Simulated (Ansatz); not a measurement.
# LiHf4Br2: the cost of one run

Computed with Ansatz 0.2.0 (DFT PBE, scalar-relativistic, plane waves, PAW, unless a step names another level, unless a step's input says otherwise).

3 further runs of the same task are left out: 2 that didn't finish, 1 set aside as unsound or not needed.

## 1. The system as given

The structure is monoclinic, space group P2/m (No. 10). The conventional cell has a = 7.841 Å, b = 3.276 Å, c = 8.032 Å, α = 90.00°, β = 118.69°, γ = 90.00°. Li (site symmetry 2/m) has 6 Hf at 3.10 to 3.24 Å and 2 Li at 3.28 Å as nearest neighbours. Hf (site symmetry m) has 2 Br at 2.92 Å and 7 Hf at 2.95 to 3.32 Å and 1 Li at 3.10 Å as nearest neighbours. Hf (site symmetry m) has 2 Br at 2.92 Å and 6 Hf at 2.95 to 3.28 Å and 2 Li at 3.24 Å as nearest neighbours. Br (site symmetry 2/m) is surrounded by 4 Hf at 2.92 Å.

Coordinates:

```
Li Hf Br
1.0
     7.84126    0.00000   -0.03611
     0.00000    3.27616    0.00000
    -3.95288    0.00000    7.06394
Li Hf Br
1 4 2
Direct
  0.00000 0.00000 0.00000
  0.27108 0.00000 0.82242
  0.40828 0.50000 0.16768
  0.72892 0.00000 0.17758
  0.59172 0.50000 0.83232
  0.50000 0.00000 0.50000
  0.00000 0.50000 0.50000
```

It came out lowest among 22 distinct ends of the trial cells. At a tolerance of 0.05 Å it has space group P2/m (No. 10).

## 2. Electronic structure at the relaxed geometry

Input file input.yaml:

```yaml
crystal:
  lattice:
    - [7.8412579848, 0.0, -0.0361148346]
    - [0.0, 3.2761597824, 0.0]
    - [-3.9528828163, 0.0, 7.0639407692]
  atoms:
    - { symbol: Li, position: [0.0, 0.0, 0.0] }
    - { symbol: Hf, position: [0.2710778486, 0.0, 0.8224166588] }
    - { symbol: Hf, position: [0.4082819362, 0.5, 0.1676836317] }
    - { symbol: Hf, position: [0.7289221514, 0.0, 0.1775833412] }
    - { symbol: Hf, position: [0.5917180638, 0.5, 0.8323163683] }
    - { symbol: Br, position: [0.5, 0.0, 0.5] }
    - { symbol: Br, position: [0.0, 0.5, 0.5] }
basis:
  ecutwfc: 420
kpoints:
  mp_grid: { grid: [6, 10, 6] }
  band_path:
    path:
      - [0.0, 0.0, 0.0]
      - [0.0, -0.5, 0.0]
      - [0.0, -0.5, -0.5]
      - [0.0, 0.0, -0.5]
      - [0.0, 0.0, 0.0]
      - [-0.5, 0.0, 0.0]
      - [-0.5, -0.5, 0.0]
      - [0.0, -0.5, 0.0]
      - [-0.5, -0.5, 0.5]
      - [-0.5, 0.0, 0.5]
      - [0.0, 0.0, 0.0]
    npoints: 14
hamiltonian:
  xc: pbe
scf:
  occupations: { method: gaussian, width: 0.1 }
  n_extra_bands: 17
output:
  forces: true
  stress: true
  eigenvalues: true
  populations: true
  dos: { projected: true, de: 0.02, nscf_kmesh: { grid: [8, 12, 8] } }
  bader: true
```

Started as:

```
$ ansatz run input.yaml --threads 1 --pin off --max-ram 2560MiB --backend cpu --events-out ev --progress --plain --runs-dir out
```

What time and memory should one allow on 1 thread of Arm Neoverse V2, shared host?

About 6.5 min, with a peak of 2 GiB.
